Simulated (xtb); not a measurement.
# C2H11AsGe2 (SMILES [CH3][GeH2][As](C)[GeH3]): GFN2-xTB

We compute a geometry optimisation of C2H11AsGe2. 

The calculation is run with xtb 6.7.1.

1 further run of the same task is left out (set aside as unsound or not needed).

**1. The structure to begin with**

The species is C2H11AsGe2 (16 atoms), meant as a singlet with charge 0. SMILES: `[CH3][GeH2][As](C)[GeH3]`. All atoms were displaced at random from a relaxed shape. The run starts from this shape.

Bond lengths: C1–Ge2 1.925 Å, Ge2–As3 2.374 Å, As3–C4 2.020 Å, As3–Ge5 2.409 Å, C1–H6 1.095 Å, C1–H7 1.123 Å, C1–H8 1.186 Å, Ge2–H9 1.564 Å, Ge2–H10 1.583 Å, C4–H11 1.143 Å, C4–H12 1.193 Å, C4–H13 1.080 Å, Ge5–H14 1.550 Å, Ge5–H15 1.602 Å, Ge5–H16 1.554 Å. Some angles: C1–Ge2–As3 117.0°, Ge2–As3–C4 97.5°, Ge2–As3–Ge5 92.4°, C4–As3–Ge5 92.9°, C1–Ge2–H9 108.3°, C1–Ge2–H10 103.6°, As3–Ge2–H9 112.1°, As3–Ge2–H10 110.9°, Ge2–C1–H6 114.0°, Ge2–C1–H7 109.1°.

**2. A structure relaxation at GFN2-xTB**

The input, detailed.inp:

```
$opt
   hessian=swart
$end
```

The input, struc.tmol:

```
$coord
      1.086290165480      3.053173807774     -2.140360500535  c
      2.305522563827      1.913498879274      1.090901097224  ge
      1.012099517827     -2.168989851323      2.428354761928  as
      0.866023688393     -3.797895976228     -1.021812710108  c
     -3.389885208660     -1.014310497393      2.324627694947  ge
      1.696048094113      1.877480699338     -3.731188644029  h
      1.575823718064      5.104017981785     -2.385363492593  h
     -1.152071531878      3.139685469759     -2.082119141374  h
      1.684161716789      3.989230746346      3.100171296494  h
      5.280839655267      2.050995352101      0.808065788151  h
     -0.183341228611     -5.676359333151     -1.207856247077  h
     -0.307968666530     -2.466054798114     -2.411668480247  h
      2.784133499411     -3.824654498153     -1.721086965264  h
     -4.592771476029     -0.174289440474     -0.209419449131  h
     -5.327742657680     -3.167445546530      3.206638466355  h
     -4.188218907269      1.073496719616      4.229074786084  h
$end
```

Launch:

```
$ xtb struc.tmol -o normal --input detailed.inp | tee run.log
```

**Question.** What will come out? Wanted: total energy at the end; dipole moment; HOMO energy; LUMO energy; HOMO–LUMO gap; dispersion energy; mean polarisability.

**Answer.** As computed:

At GFN2-xTB:

| quantity | value |
| --- | --- |
| total energy at the end | -16.10731 Eh |
| dipole moment | 2.00 D |
| HOMO energy | -10.28 eV |
| LUMO energy | -5.05 eV |
| HOMO–LUMO gap | 5.23 eV |
| dispersion energy | -33.56 kJ/mol |
| mean polarisability (D4 model) | 117.9 bohr³ |

At the final geometry: Bond lengths: C1–Ge2 1.981 Å, Ge2–As3 2.413 Å, As3–C4 1.991 Å, As3–Ge5 2.391 Å, C1–H6 1.088 Å, C1–H7 1.086 Å, C1–H8 1.088 Å, Ge2–H9 1.517 Å, Ge2–H10 1.523 Å, C4–H11 1.090 Å, C4–H12 1.089 Å, C4–H13 1.090 Å, Ge5–H14 1.514 Å, Ge5–H15 1.510 Å, Ge5–H16 1.506 Å. Some angles: C1–Ge2–As3 115.7°, Ge2–As3–C4 95.6°, Ge2–As3–Ge5 92.8°, C4–As3–Ge5 95.4°, C1–Ge2–H9 107.3°, C1–Ge2–H10 106.7°, As3–Ge2–H9 113.0°, As3–Ge2–H10 111.1°, Ge2–C1–H6 110.9°, Ge2–C1–H7 110.5°. The optimisation took 14 steps and changed the energy by -0.583 eV.
